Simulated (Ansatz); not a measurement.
# CH4ClFOSn: a ladder of functionals and wavefunction methods

The task here is to estimate one member of a computed series from the others.

The runs use Ansatz 0.2.0, Gaussian basis; functionals in def2-TZVPP, the program's frozen cores in correlated methods.

Plan: LDA (SPW92), PBE-D4, revPBE-D4, BLYP-D4, r2SCAN-D4, B97M-V, PBE0-D4, B3LYP-D4, r2SCANh-D4, r2SCAN0-D4, HSE06-D4, BHLYP-D4, CAM-B3LYP-D4, LC-ωPBE, ωB97X-V, ωB97M-V, B2PLYP, PBE-QIDH; CCSD(T)/def2-SVP; CCSD(T)/def2-TZVPP; MP2/def2-QZVPP; extrapolation to the limit; RPA on PBE.

### The relaxed structure

The geometry comes from an earlier relaxation with PBE0-D4 in a triple-zeta def2 set; it is a stationary point, not always the lowest conformer. Sn takes the def2 core potential; no spin-orbit term is included.

SMILES `[OH][SnH]([F])[CH2]Cl`, 9 atoms, charge 0, spin multiplicity 1.

Atoms are counted from 1 here; the program's logs count them from 0.

Bond lengths: O1–Sn2 1.943 Å, O1–H6 0.962 Å, Sn2–F3 1.923 Å, Sn2–C4 2.149 Å, Sn2–H7 1.695 Å, C4–Cl5 1.778 Å, C4–H8 1.089 Å, C4–H9 1.088 Å. Angles: Sn2–O1–H6 112.0°, O1–Sn2–F3 106.9°, O1–Sn2–C4 109.5°, O1–Sn2–H7 108.0°, F3–Sn2–C4 102.9°, F3–Sn2–H7 106.4°, C4–Sn2–H7 122.2°, Sn2–C4–Cl5 109.6°, Sn2–C4–H8 109.1°, Sn2–C4–H9 112.0°, Cl5–C4–H8 108.2°, Cl5–C4–H9 108.1°, H8–C4–H9 109.7°.

Set-up of the first run:

Input file in.yaml:

```yaml
crystal:
  periodic: [false, false, false]
  atoms:
    - {symbol: O, position_ang: [-1.855082, 1.002480, -0.154674]}
    - {symbol: Sn, position_ang: [-0.406555, 0.184947, 0.848698]}
    - {symbol: F, position_ang: [0.673460, 1.618706, 1.537326]}
    - {symbol: C, position_ang: [0.929222, -0.813602, -0.506563]}
    - {symbol: Cl, position_ang: [0.700213, -0.175937, -2.149898]}
    - {symbol: H, position_ang: [-1.586991, 1.236798, -1.048311]}
    - {symbol: H, position_ang: [-1.078368, -0.596413, 2.194481]}
    - {symbol: H, position_ang: [1.956376, -0.615497, -0.205333]}
    - {symbol: H, position_ang: [0.756226, -1.887784, -0.532927]}
basis:
  gaussian: {orbitals: def2-TZVPP}
hamiltonian: {xc: lda}
output: {orbitals: {seedname: orbitals}}
```

Among the steps run: LDA; PBE-D4 (GGA); revPBE-D4 (GGA); BLYP-D4 (GGA); r2SCAN-D4 (meta-GGA); B97M-V (meta-GGA); PBE0-D4 (hybrid); B3LYP-D4 (hybrid); r2SCANh-D4 (hybrid); r2SCAN0-D4 (hybrid); HSE06-D4 (hybrid); BHLYP-D4 (hybrid); CAM-B3LYP-D4 (range-separated); LC-ωPBE (range-separated); ωB97X-V (range-separated); ωB97M-V (range-separated); B2PLYP (double hybrid); PBE-QIDH (double hybrid).

One of the session's tables, all rows but one given; the rest of the session is left out.

It belongs to the step «Orbital energies across the functionals». 

```
  functional  HOMO (eV)  gap (eV)
 LDA (SPW92)      -7.18      5.13
      PBE-D4      -7.01      5.21
   revPBE-D4      -6.95      5.25
     BLYP-D4      -6.89      5.10
   r2SCAN-D4      -7.31      5.77
      B97M-V      -7.39      5.77
     PBE0-D4      -8.33      7.50
    B3LYP-D4      -8.11      6.93
  r2SCANh-D4      -7.80      6.61
  r2SCAN0-D4      -8.53      7.85
    HSE06-D4          ?         ?
    BHLYP-D4      -9.54      9.60
CAM-B3LYP-D4      -9.68      9.83
     LC-ωPBE     -11.03     12.49
     ωB97X-V     -10.67     11.95
     ωB97M-V     -10.52     11.54
```

Estimate the missing values for HSE06-D4.

**Answer.** HOMO (eV): -7.93; gap (eV): 6.72. In the column «HOMO (eV)» it lies between B3LYP-D4 (-8.11) and r2SCANh-D4 (-7.80).
